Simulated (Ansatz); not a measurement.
# CH4AlFSSi: the cost of one run

All numbers are computed with Ansatz 0.2.0, driven from Python. Level of theory: PBE/def2-SVP.

## 1. Starting point

Bond lengths: F1–C2 1.383 Å, C2–Si3 1.875 Å, C2–Al4 1.901 Å, Si3–Al4 2.351 Å, Al4–S5 2.314 Å, C2–H6 1.120 Å, Si3–H7 1.483 Å, Si3–H8 1.421 Å, S5–H9 1.447 Å. Angles (14 of 16 angles, heavy atoms first): F1–C2–Si3 111.3°, F1–C2–Al4 117.2°, Si3–C2–Al4 77.0°, C2–Si3–Al4 52.0°, C2–Al4–Si3 51.0°, C2–Al4–S5 156.4°, Si3–Al4–S5 152.3°, F1–C2–H6 113.6°, Si3–C2–H6 116.6°, Al4–C2–H6 116.2°, C2–Si3–H7 117.1°, C2–Si3–H8 118.3°, Al4–Si3–H7 106.9°, Al4–Si3–H8 110.1°.

No structure file is read: the coordinates are typed or built in the script.

## 2. The script

torsion_ch4alfssi.py reads:

```python
"""Energy of CH4AlFSSi as one group turns about a bond."""

import ansatz as az
from ase import Atoms

atoms = Atoms(["F", "C", "Si", "Al", "S", "H", "H", "H", "H"], positions=[
    (0.7942, 0.271, 2.0163),
    (1.035, 0.2593, 0.6547),
    (0.653, -1.4174, -0.0913),
    (-0.4372, 0.6268, -0.4911),
    (-2.1212, 1.9002, -1.439),
    (2.0133, 0.7241, 0.3689),
    (1.3652, -1.7778, -1.3406),
    (-0.2032, -2.294, 0.6273),
    (-3.0105, 1.6615, -0.3224),
])

# start the scan from a relaxed geometry
first = (
    az.Crystal.molecule_from_ase(atoms).calculation()
    .basis(gaussian="def2-SVP")
    .functional("pbe")
    .relax(force_tolerance=0.02, max_steps=80)
)
atoms.positions = first.run().report["positions_ang"]

start = atoms.get_dihedral(1, 3, 4, 8)
energies = {}
for turn in range(0, 360, 30):
    turned = atoms.copy()
    turned.set_dihedral(1, 3, 4, 8, start + turn, indices=[4, 8])
    job = az.Crystal.molecule_from_ase(turned).calculation().basis(gaussian="def2-SVP").functional("pbe")
    energies[round((start + turn) % 360)] = job.run().report["free_energy_ev"]
floor = min(energies.values())
print("dihedral C1-Al3-S4-H8 (deg)   E - E(min) (kJ/mol)")
for angle, e in sorted(energies.items()):
    print(f"{angle:8d} {96.485332 * (e - floor):14.3f}  " + "#" * int(30 * (e - floor) / max(max(energies.values()) - floor, 1e-9)))
```

## 3. What the engine is handed

The engine receives this input (first run):

```yaml
crystal:
  periodic: [false, false, false]
  atoms:
    - { symbol: F, position_ang: [0.7942, 0.271, 2.0163] }
    - { symbol: C, position_ang: [1.035, 0.2593, 0.6547] }
    - { symbol: Si, position_ang: [0.653, -1.4174, -0.0913] }
    - { symbol: Al, position_ang: [-0.4372, 0.6268, -0.4911] }
    - { symbol: S, position_ang: [-2.1212, 1.9002, -1.439] }
    - { symbol: H, position_ang: [2.0133, 0.7241, 0.3689] }
    - { symbol: H, position_ang: [1.3652, -1.7778, -1.3406] }
    - { symbol: H, position_ang: [-0.2032, -2.294, 0.6273] }
    - { symbol: H, position_ang: [-3.0105, 1.6615, -0.3224] }
basis:
  gaussian:
    orbitals: def2-SVP
hamiltonian:
  xc: pbe
relax:
  f_tol: 0.02
  max_steps: 80
```

## 4. Launch

Launch:

```
$ python torsion_ch4alfssi.py
```

What time and memory should one allow on 1 thread of Arm Neoverse V1, shared host?

About 1.7 min, with a peak of 0.25 GiB.
